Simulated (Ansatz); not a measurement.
Write a Python script for Ansatz 0.2.0, Python API that makes a small convex hull of the Sn-F system. Level of theory (first run): r2SCAN, PAW, cutoff 750 eV, Gaussian smearing of 0.05 eV.

Script `hull.py`:
```python
# -*- coding: utf-8 -*-
'''Stability of Sn-F compounds against each other, after relaxing atoms and volume at fixed cell shape.'''

from collections import Counter
import csv
import warnings

import ansatz as az
from pymatgen.analysis.phase_diagram import PDEntry, PhaseDiagram
from pymatgen.core import Composition

XC = 'r2scan'
ECUT = 750
BETA = 0.6
SCF_TOL = 1e-05
KSPACING = 0.39
OCCUPATIONS = 'gaussian'
WIDTH_EV = 0.05

PHASES = {
    'SnF3 Fm-3m': (
        [[0.0, 4.1605, 4.1605], [4.1605, 0.0, 4.1605], [4.1605, 4.1605, 0.0]],
        [
            ('Sn', [0.0, 0.0, 0.0]),
            ('Sn', [0.5, 0.5, 0.5]),
            ('F', [0.724, 0.276, 0.276]),
            ('F', [0.276, 0.724, 0.276]),
            ('F', [0.276, 0.724, 0.724]),
            ('F', [0.724, 0.276, 0.724]),
            ('F', [0.276, 0.276, 0.724]),
            ('F', [0.724, 0.724, 0.276]),
        ],
    ),
    'SnF4 I4/mmm': (
        [[-2.025, 2.025, 3.965], [2.025, -2.025, 3.965], [2.025, 2.025, -3.965]],
        [
            ('Sn', [0.0, 0.0, 0.0]),
            ('F', [0.237, 0.237, 0.0]),
            ('F', [0.763, 0.763, 0.0]),
            ('F', [0.5, 0.0, 0.5]),
            ('F', [0.0, 0.5, 0.5]),
        ],
    ),
    'Sn': (
        [[0.0, 3.2333428, 3.2333428], [3.2333428, 0.0, 3.2333428], [3.2333428, 3.2333428, 0.0]],
        [
            ('Sn', [0.0, 0.0, 0.0]),
            ('Sn', [0.25, 0.25, 0.25]),
        ],
    ),
    'F2': (
        [[9.0, 0.0, 0.0], [0.0, 9.5, 0.0], [0.0, 0.0, 10.0]],
        [
            ('F', [0.5, 0.5, 0.429]),
            ('F', [0.5, 0.5, 0.571]),
        ],
    ),
}


def build(vectors, sites):
    crystal = az.Crystal(lattice=az.Lattice.of(vectors))
    for symbol, position in sites:
        crystal = crystal.atom(symbol, position)
    return crystal

GASES = {'F2'}


def solve(name, crystal):
    calc = crystal.calculation()
    calc = calc.functional(XC)
    calc = calc.basis(ECUT, xc_grid=3)
    calc = calc.accuracy('low')
    calc = calc.mixing('msr1', ndim=8, beta=BETA)
    calc = calc.scf(tolerance=SCF_TOL)
    calc = calc.kpoints(spacing=KSPACING)
    calc = calc.occupations(OCCUPATIONS, width=WIDTH_EV)
    if name in GASES:
        return calc.kpoints(1, 1, 1).relax(force_tolerance=0.03, max_steps=40).run(threads=1, pin='off')
    calc = calc.relax(force_tolerance=0.03, max_steps=40, fix_cell=['shape'])
    return calc.run(threads=1, pin='off')


def counts(outcome):
    return Counter(site.symbol for site in outcome.lattice.sites)

warnings.simplefilter('ignore', az.DeckWarning)

phases = {name: build(*cell) for name, cell in PHASES.items()}

done = {name: solve(name, crystal) for name, crystal in phases.items()}

entries = [PDEntry(Composition(dict(counts(o))), o.report['energy_sigma0_ev'], name=name) for name, o in done.items()]
diagram = PhaseDiagram(entries)
rows = [(e.name, e.composition.get_atomic_fraction('F'), diagram.get_form_energy_per_atom(e), diagram.get_e_above_hull(e)) for e in entries]
rows.sort(key=lambda row: row[1])
with open('hull.csv', 'w', newline='') as handle:
    writer = csv.writer(handle)
    writer.writerow(['phase', 'x(F)', 'E_form (eV/atom)', 'above hull (eV/atom)'])
    writer.writerows([round(v, 4) if isinstance(v, float) else v for v in row] for row in rows)
print(open('hull.csv').read())
print('on the hull of these phases:', ', '.join(row[0] for row in rows if row[3] < 1e-6))
```

```console
$ python hull.py
phase,x(F),E_form (eV/atom),above hull (eV/atom)
Sn,0.0,0.0,0.0
SnF3 Fm-3m,0.75,-2.5765,0.0
SnF4 I4/mmm,0.8,-2.6282,0.0
F2,1.0,0.0,0.0

on the hull of these phases: Sn, SnF3 Fm-3m, SnF4 I4/mmm, F2
```

Caveats:
- These settings explore the input space; cutoff and mesh may be short of convergence.
- With fixed filling the reported Fermi level is the top filled level among the k-points of the SCF.
- The program warned that this SCF threshold is loose for forces or stresses.
- Atoms and volume are relaxed with the cell's shape held, which in cells of lower than cubic symmetry can hide stresses and shift volumes.
- Of the deposited cell: it was measured well above room temperature.
- The meshes are coarse for the metals among these phases, whose energies can be off by up to 40 meV an atom.
- The cells come from databases of deposited and of computed structures, and not all need be stable phases.
- Differences under about 40 meV an atom lie within the error of mesh and functional, so such verdicts may flip; only the cells listed enter the hull.
- The script silences the warnings on its input, which a real study should read.
- Timing: 2.4 min on 1 thread of Arm Neoverse V1, with other jobs on the host, peak memory 2.2 GiB.
